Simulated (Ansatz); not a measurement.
# BH₇O₂Si: search for a transition state

Wanted: the transition state of a four-centre ligand exchange (form B1–H6, Si2–H5 and break B1–Si2, H5–H6). The guess is relaxed with those distances held, a saddle search follows, and vibrations and two downhill relaxations check it.

Method: PBE0-D4, def2-SVP first, then def2-TZVP; program: Ansatz 0.2.0, Gaussian basis.

153 further runs of the same task are left out: 1 that didn't finish, 152 set aside as unsound or not needed.

## Step 1: Where the work starts

The guess: 11 atoms, charge 0, spin multiplicity 1.

Atoms are counted from 1 here; the program's logs count them from 0.

Bond lengths: B1–Si2 2.097 Å, B1–O3 1.420 Å, B1–O4 1.435 Å, B1–H5 1.260 Å, Si2–H7 1.463 Å, Si2–H8 1.469 Å, Si2–H9 1.467 Å, O3–H10 0.957 Å, O4–H11 0.956 Å. Angles: Si2–B1–O3 101.0°, Si2–B1–O4 111.1°, Si2–B1–H5 75.0°, O3–B1–O4 121.6°, O3–B1–H5 118.7°, O4–B1–H5 116.0°, B1–Si2–H7 114.9°, B1–Si2–H8 115.9°, B1–Si2–H9 103.0°, H7–Si2–H8 108.8°, H7–Si2–H9 107.4°, H8–Si2–H9 106.0°, B1–O3–H10 114.8°, B1–O4–H11 112.9°.

Geometry (Å):

```xyz
11
BH7O2Si
B    -0.4724    0.4545    0.1660
Si    1.2198   -0.7427   -0.1519
O    -0.7048    0.9505   -1.1440
O    -1.4834   -0.2607    0.8902
H     0.4359    0.9833    0.8614
H    -0.4615    1.6691    1.0550
H     2.3159   -0.0829   -0.8624
H     1.7627   -1.4156    1.0358
H     0.7110   -1.8080   -1.0234
H    -1.5752    1.3231   -1.2838
H    -1.7480   -1.0704    0.4571
```

Distances that are to change: B1–H6 1.51 Å, Si2–H5 2.15 Å, B1–Si2 2.10 Å, H5–H6 1.15 Å.

## Step 2: Constrained relaxation of the guess

hold/in.yaml reads:

```yaml
crystal:
  periodic: [false, false, false]
  atoms:
    - {symbol: B, position_ang: [-0.472400, 0.454500, 0.166000]}
    - {symbol: Si, position_ang: [1.219800, -0.742700, -0.151900]}
    - {symbol: O, position_ang: [-0.704800, 0.950500, -1.144000]}
    - {symbol: O, position_ang: [-1.483400, -0.260700, 0.890200]}
    - {symbol: H, position_ang: [0.435900, 0.983300, 0.861400]}
    - {symbol: H, position_ang: [-0.461500, 1.669100, 1.055000]}
    - {symbol: H, position_ang: [2.315900, -0.082900, -0.862400]}
    - {symbol: H, position_ang: [1.762700, -1.415600, 1.035800]}
    - {symbol: H, position_ang: [0.711000, -1.808000, -1.023400]}
    - {symbol: H, position_ang: [-1.575200, 1.323100, -1.283800]}
    - {symbol: H, position_ang: [-1.748000, -1.070400, 0.457100]}
basis:
  gaussian: {orbitals: def2-SVP}
hamiltonian: {xc: pbe0, dispersion: d4}
relax: {f_tol: 0.04, max_steps: 150, escape_saddle: false, constraints: [{distance: [0, 5]}, {distance: [1, 4]}, {distance: [0, 1]}, {distance: [4, 5]}]}
```

Launch:

```sh
$ ansatz run in.yaml --threads 4 --pin off --events-out ev --progress --plain --max-ram 9574MiB
```

The runs that follow: A starting Hessian; Saddle search in the small basis; Saddle search in triple zeta; Vibrations at the point found; Relaxing after a step of 0.30 Å one way along the mode; Relaxing after a step of 0.30 Å the other way along the mode.

Before running it: what results should come out? Wanted: imaginary mode; barrier from the start side; barrier from the end side; energy of the step; pairs that change; zero-point energy at the saddle.

As calculated:

```
                       quantity                                                     value
                 imaginary mode                                                1059i cm⁻¹
    barrier from the start side                                             42.1 kcal/mol
      barrier from the end side                                             52.4 kcal/mol
             energy of the step                                            -10.3 kcal/mol
              pairs that change  B1–H6 formed, Si2–H5 formed, B1–Si2 broken, H5–H6 broken
zero-point energy at the saddle                                                  2.007 eV
```

**Reading.** The point has a single imaginary mode (1059i cm⁻¹), as a transition state must. The two relaxations end on the structures that were planned. At PBE0-D4/def2-TZVP the electronic barrier is 42.1 kcal/mol, about 71 kT at 298 K, and the step runs 10.3 kcal/mol downhill. The barrier is thin enough for tunnelling; the leading (Wigner) term alone is a factor of 2.1 at 298 K. A step off the saddle overshot and began above it in energy, so the link to its end is likely but not proven. The ends are the nearest minima, not always the lowest complexes.
